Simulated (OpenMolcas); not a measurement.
# Tc⁵⁺ among point charges: CASSCF and CASPT2 levels and susceptibility

Aim: the splitting of the states of Tc⁵⁺ in the field of 6 point charges, its lowest levels with spin-orbit coupling and its magnetic susceptibility.

The numbers are computed with OpenMolcas 26.06 (state-averaged CASSCF and CASPT2, spin-orbit coupling by RASSI with atomic mean-field integrals), except any that are marked as measured or tabulated.

## 1. What is computed

| Item | Value |
| --- | --- |
| Species | Tc⁵⁺ (technetium, Z = 43, 38 electrons) |
| Basis | ANO-RCC-VDZP [6s5p3d1f], 43 functions |
| Scalar Hamiltonian | DKH2, point nucleus |
| Inactive shells | 1s 2s 2p 3s 3p 3d 4s 4p |
| Active space | 2 electrons in 5 orbitals (4d) |
| Some configurations of this space | 4d2 |
| Orbitals | optimised for each spin and parity, averaged over all roots |

Outer shells as boxes (Hund's rule):

4d2
```
4d [↑ ][↑ ][  ][  ][  ]
```

The ion sits among 6 point charges of -1 e arranged as a tetragonal octahedron (D4h), 1.84 Å from the ion, with the axial distance 2.171 Å.

The work runs as a chain of OpenMolcas steps in one folder; each step below is one input file. Labels, J, g values, rates, χT and fits are worked out afterwards by a script from the matrices that RASSI stores. The input lists half of the charges; inversion (Group=XYZ) makes the rest.

## 2. Basis and integrals

Input file a.inp:

```
&GATEWAY
Coord
1

Tc 0.0 0.0 0.0
Basis=ANO-RCC-VDZP
Group=XYZ
NoMove
AngMom=0.0 0.0 0.0
AMFI
XField
3 Angstrom 0
1.840000 0.000000 0.000000 -1.000000
0.000000 1.840000 0.000000 -1.000000
0.000000 0.000000 2.171200 -1.000000
&SEWARD
```

## 3. CASSCF: triplets of even parity, 10 roots

Input file a.inp:

```
&RASSCF
FileOrb=start.orb
Symmetry=1
Spin=3
nActEl=2 0 0
Inactive=9 9
Ras2=5 0
CIRoot=10 10 1
SDav=10
CIMx=300
Iter=120 100
PrWF=0.3
OrbListing=Nothing
MaxOrb=0
>>> COPY $Project.JobIph JOB001
```

start.orb holds the contracted functions of the basis, ordered by shell, or the orbitals of the step before.

## 4. Reference wave functions, singlets of even parity, 15 roots

Input file a.inp:

```
&RASSCF
FileOrb=start.orb
Symmetry=1
Spin=1
nActEl=2 0 0
Inactive=9 9
Ras2=5 0
CIRoot=15 15 1
SDav=15
CIMx=300
Iter=120 100
PrWF=0.3
OrbListing=Nothing
MaxOrb=0
>>> COPY $Project.JobIph JOB002
```

## 5. RASSI: spin-orbit coupling between the states

Input file a.inp:

```
&RASSI
NrOfJobIphs=2 10 15
1 2 3 4 5 6 7 8 9 10
1 2 3 4 5 6 7 8 9 10 11 12 13 14 15
IphNames
JOB001
JOB002
EJob
SpinOrbit
DIPRint=1.0
SOCoupling=1000.0
Subsets=2
Property=9
'ANGMOM' 1 'ANGMOM' 2 'ANGMOM' 3 'MLTPL  1' 1 'MLTPL  1' 2 'MLTPL  1' 3
'AMFI' 1 'AMFI' 2 'AMFI' 3
SOProperty=3
'ANGMOM' 1 'ANGMOM' 2 'ANGMOM' 3
```

## 6. CASPT2: IPEA 0.25, imaginary shift 0.1 (closed shells correlated: 4s 4p)

Input file a.inp:

```
>>> COPY JOB001 $Project.JobIph
&CASPT2
Multistate=10 1 2 3 4 5 6 7 8 9 10
NoMult
Frozen=8 6
IPEA=0.25
Imaginary=0.1
MaxIter=60
WThr=0.0 0.3 0.05
PrWF=0.5
NoMix
>>> COPY JOB002 $Project.JobIph
&CASPT2
Multistate=15 1 2 3 4 5 6 7 8 9 10 11 12 13 14 15
NoMult
Frozen=8 6
IPEA=0.25
Imaginary=0.1
MaxIter=60
WThr=0.0 0.3 0.05
PrWF=0.5
NoMix
```

(Steps that only read results are left out.)

What does the calculation give? Wanted: spin-free ground state; first state of the same spin within the active space; lowest level; next level.

As calculated:

```
                                            quantity                                                                        value
                                              method  SS-CASPT2, IPEA 0.25, imaginary shift 0.1 (closed shells correlated: 4s 4p)
                              spin-free ground state                                              3A2, 1-fold in its orbital part
first state of the same spin within the active space                                                              3E at 1500 cm⁻¹
                                        lowest level                                                                    1-fold A1
                                          next level                                                                   500.5 cm⁻¹
                                         χT at 300 K                                                               0.15 cm³ K/mol
                           effective moment at 300 K                                                                      1.08 μB
```

Cost by method:

```tsv
method	time of its own steps	time with the reference
A. CASSCF	2.9 s	2.9 s
B. SS-CASPT2, IPEA 0.25, imaginary shift 0.1, +4s 4p	0.93 s	3.8 s
```

Times are of one thread on a shared host.

What this shows: The spin-free ground state (3A2) comes to 96 % from free-ion F terms and keeps the highest spin of the shell. χT at 300 K is 0.15, against 1.00 cm³ K/mol for the spin alone, so spin-orbit coupling lowers it. The field of point charges can differ much from that of real complexes. This is an electrostatic model: the charges have no orbitals.
